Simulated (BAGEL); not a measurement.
**AlH3S2O (SMILES [OH][Al]([SH])[SH]) at RI-MP2/6-31G(d) (density fitting with qzvpp-jkfit, spherical functions)**

Aim: the energy change on altering one bond length of AlH3S2O at RI-MP2/6-31G* (density fitting with qzvpp-jkfit, spherical functions), from 2 runs. 

Program for the calculation: BAGEL 1.2.2.

## 1. Starting point

AlH3S2O: 7 atoms, total charge 0, spin state singlet. SMILES: `[OH][Al]([SH])[SH]`. The coordinates come from a PBE0-D4/def2-TZVP relaxation. This is one conformer, not always the lowest.

Bond lengths: O1–Al2 1.685 Å, Al2–S3 2.173 Å, Al2–S4 2.182 Å, O1–H5 0.955 Å, S3–H6 1.344 Å, S4–H7 1.343 Å. Angles: O1–Al2–S3 115.7°, O1–Al2–S4 120.2°, S3–Al2–S4 124.1°, Al2–O1–H5 125.4°, Al2–S3–H6 93.2°, Al2–S4–H7 93.9°.

## 2. A single-point energy at RI-MP2/6-31G(d) (density fitting with qzvpp-jkfit, spherical functions)

calc.json reads:

```json
{ "bagel" : [

{
  "title" : "molecule",
  "basis" : "6-31gs.json",
  "df_basis" : "qzvpp-jkfit",
  "angstrom" : true,
  "geometry" : [
    { "atom" : "O", "xyz" : [   -1.985100,    0.181200,    0.466200 ] },
    { "atom" : "Al", "xyz" : [   -0.338900,    0.027200,    0.141900 ] },
    { "atom" : "S", "xyz" : [    0.965600,    0.014800,    1.879700 ] },
    { "atom" : "S", "xyz" : [    0.363100,   -0.144100,   -1.916700 ] },
    { "atom" : "H", "xyz" : [   -2.678100,    0.202700,   -0.190400 ] },
    { "atom" : "H", "xyz" : [    2.078300,   -0.118200,    1.138300 ] },
    { "atom" : "H", "xyz" : [    1.656500,   -0.231700,   -1.564700 ] }
  ]
},
{
  "title" : "hf"
},
{
  "title" : "mp2",
  "ncore" : 16
}

]}
```

The basis set 6-31G* is read from a file made from the Basis Set Exchange's data (not shown).

Started as:

```bash
$ BAGEL_NUM_THREADS=1 BAGEL calc.json > calc.out
```

Output:

```text
* using 1 threads per process

  ===============================================================
  ===============================================================

  *** Geometry ***

  { "atom" : "O", "xyz" : [     -3.751295,      0.342418,      0.880990 ] },
  { "atom" : "Al", "xyz" : [     -0.640428,      0.051401,      0.268152 ] },
  { "atom" : "S", "xyz" : [      1.824720,      0.027968,      3.552118 ] },
  { "atom" : "S", "xyz" : [      0.686160,     -0.272310,     -3.622038 ] },
  { "atom" : "H", "xyz" : [     -5.060876,      0.383047,     -0.359804 ] },
  { "atom" : "H", "xyz" : [      3.927418,     -0.223366,      2.151075 ] },
  { "atom" : "H", "xyz" : [      3.130331,     -0.437850,     -2.956854 ] },

  Number of auxiliary basis functions:      515

  Since a DF basis is specified, we compute 2- and 3-index integrals:
    o Being stored without compression. Storage requirement is 0.023 GB

  Number of basis functions:       74
  Number of electrons      :       56

    * METHOD: MOLECULE                             0.28

  *** RHF ***

  === Nuclear Repulsion ===
   246.6829191007

      * DIIS with orbital gradients will be used.

  === RHF iteration (6-31gs.json) ===
      0      -1113.46288201          0.02162191           0.07
      1      -1113.59123845          0.01468647           0.07
      2      -1113.67414376          0.00147570           0.07
      3      -1113.67578963          0.00032032           0.07
      4      -1113.67588647          0.00007455           0.07
      5      -1113.67589309          0.00001613           0.07
      6      -1113.67589342          0.00000558           0.07
      7      -1113.67589346          0.00000116           0.07
      8      -1113.67589346          0.00000031           0.07
      9      -1113.67589346          0.00000010           0.07
     10      -1113.67589346          0.00000004           0.07
     11      -1113.67589346          0.00000001           0.07
     12      -1113.67589346          0.00000000           0.07
    * SCF iteration converged.

    * Permanent dipole moment:
           (   -0.147299,     0.044482,     0.591233) a.u.

    * METHOD: HF                                   1.08

  *** RHF ***

  === Nuclear Repulsion ===
   246.6829191007

      * DIIS with orbital gradients will be used.

  === RHF iteration (6-31gs.json) ===
      0      -1113.67589346          0.00000000           0.07
    * SCF iteration converged.

    * Permanent dipole moment:
           (   -0.147299,     0.044482,     0.591233) a.u.

  === DF-MP2 calculation ===

    * freezing 16 orbitals
    * 3-index integral transformation done
    * assembly done

      MP2 correlation energy:   -0.4656146294      0.03

      MP2 total energy:       -1114.1415080927

    * METHOD: MP2                                  0.18

  ===============================================================
```

Run time: 1.7 s. Hardware: 1 thread of Arm Neoverse V1, shared host; peak memory 0.12 GiB.

## 3. The distorted shape at the same level

mp2.json reads:

```json
{ "bagel" : [

{
  "title" : "molecule",
  "basis" : "6-31gs.json",
  "df_basis" : "qzvpp-jkfit",
  "angstrom" : "true",
  "geometry" : [
    { "atom" : "O", "xyz" : [   -2.179112,    0.194340,    0.413399 ] },
    { "atom" : "Al", "xyz" : [   -0.532912,    0.040340,    0.089099 ] },
    { "atom" : "S", "xyz" : [    0.771588,    0.027940,    1.826899 ] },
    { "atom" : "S", "xyz" : [    0.169088,   -0.130960,   -1.969501 ] },
    { "atom" : "H", "xyz" : [   -2.872112,    0.215840,   -0.243201 ] },
    { "atom" : "H", "xyz" : [    1.884288,   -0.105060,    1.085499 ] },
    { "atom" : "H", "xyz" : [    1.656500,   -0.231700,   -1.564700 ] }
  ]
},
{ "title" : "hf" },
{ "title" : "mp2", "ncore" : 16 }

]}
```

The basis set 6-31G* is read from a file made from the Basis Set Exchange's data (not shown).

Started as:

```bash
$ BAGEL_NUM_THREADS=1 BAGEL mp2.json > mp2.out
```

Output:

```text
* using 1 threads per process

  ===============================================================
  ===============================================================

  *** Geometry ***

  { "atom" : "O", "xyz" : [     -4.117925,      0.367249,      0.781211 ] },
  { "atom" : "Al", "xyz" : [     -1.007058,      0.076232,      0.168373 ] },
  { "atom" : "S", "xyz" : [      1.458090,      0.052799,      3.452339 ] },
  { "atom" : "S", "xyz" : [      0.319530,     -0.247479,     -3.721817 ] },
  { "atom" : "H", "xyz" : [     -5.427505,      0.407878,     -0.459583 ] },
  { "atom" : "H", "xyz" : [      3.560788,     -0.198535,      2.051296 ] },
  { "atom" : "H", "xyz" : [      3.130331,     -0.437850,     -2.956854 ] },

  Number of auxiliary basis functions:      515

  Since a DF basis is specified, we compute 2- and 3-index integrals:
    o Being stored without compression. Storage requirement is 0.023 GB

  Number of basis functions:       74
  Number of electrons      :       56

    * METHOD: MOLECULE                             0.28

  *** RHF ***

  === Nuclear Repulsion ===
   245.7202038728

      * DIIS with orbital gradients will be used.

  === RHF iteration (6-31gs.json) ===
      0      -1113.44240121          0.02167097           0.08
      1      -1113.57271655          0.01474771           0.07
      2      -1113.65652359          0.00147126           0.07
      3      -1113.65818483          0.00034365           0.07
      4      -1113.65829489          0.00007892           0.07
      5      -1113.65830253          0.00001813           0.07
      6      -1113.65830299          0.00000654           0.07
      7      -1113.65830305          0.00000151           0.07
      8      -1113.65830306          0.00000047           0.07
      9      -1113.65830306          0.00000015           0.07
     10      -1113.65830306          0.00000006           0.07
     11      -1113.65830306          0.00000002           0.07
     12      -1113.65830306          0.00000001           0.07
    * SCF iteration converged.

    * Permanent dipole moment:
           (   -0.102537,     0.041005,     0.595347) a.u.

    * METHOD: HF                                   1.13

  *** RHF ***

  === Nuclear Repulsion ===
   245.7202038728

      * DIIS with orbital gradients will be used.

  === RHF iteration (6-31gs.json) ===
      0      -1113.65830306          0.00000000           0.07
    * SCF iteration converged.

    * Permanent dipole moment:
           (   -0.102537,     0.041005,     0.595347) a.u.

  === DF-MP2 calculation ===

    * freezing 16 orbitals
    * 3-index integral transformation done
    * assembly done

      MP2 correlation energy:   -0.4687722840      0.03

      MP2 total energy:       -1114.1270753413

    * METHOD: MP2                                  0.18

  ===============================================================
```

Run time: 1.8 s. Hardware: 1 thread of Arm Neoverse V1, shared host; peak memory 0.12 GiB.

## 4. Results

Level: RI-MP2/6-31G* (density fitting with qzvpp-jkfit, spherical functions), 16 core orbitals frozen.

```
                                                         quantity           value
                                        first shape: total energy  -1114.14151 Eh
        first shape: correlation energy (16 core orbitals frozen)      -465.6 mEh
                                    distorted shape: total energy  -1114.12708 Eh
    distorted shape: correlation energy (16 core orbitals frozen)      -468.8 mEh
energy change with the S4–H7 bond stretched from 1.343 to 1.545 Å        0.393 eV
```

**Reading.** With the S4–H7 bond stretched from 1.343 to 1.545 Å the energy rises by 0.39 eV (9.1 kcal/mol). The first shape isn't relaxed at this level, so the change isn't measured from a minimum.
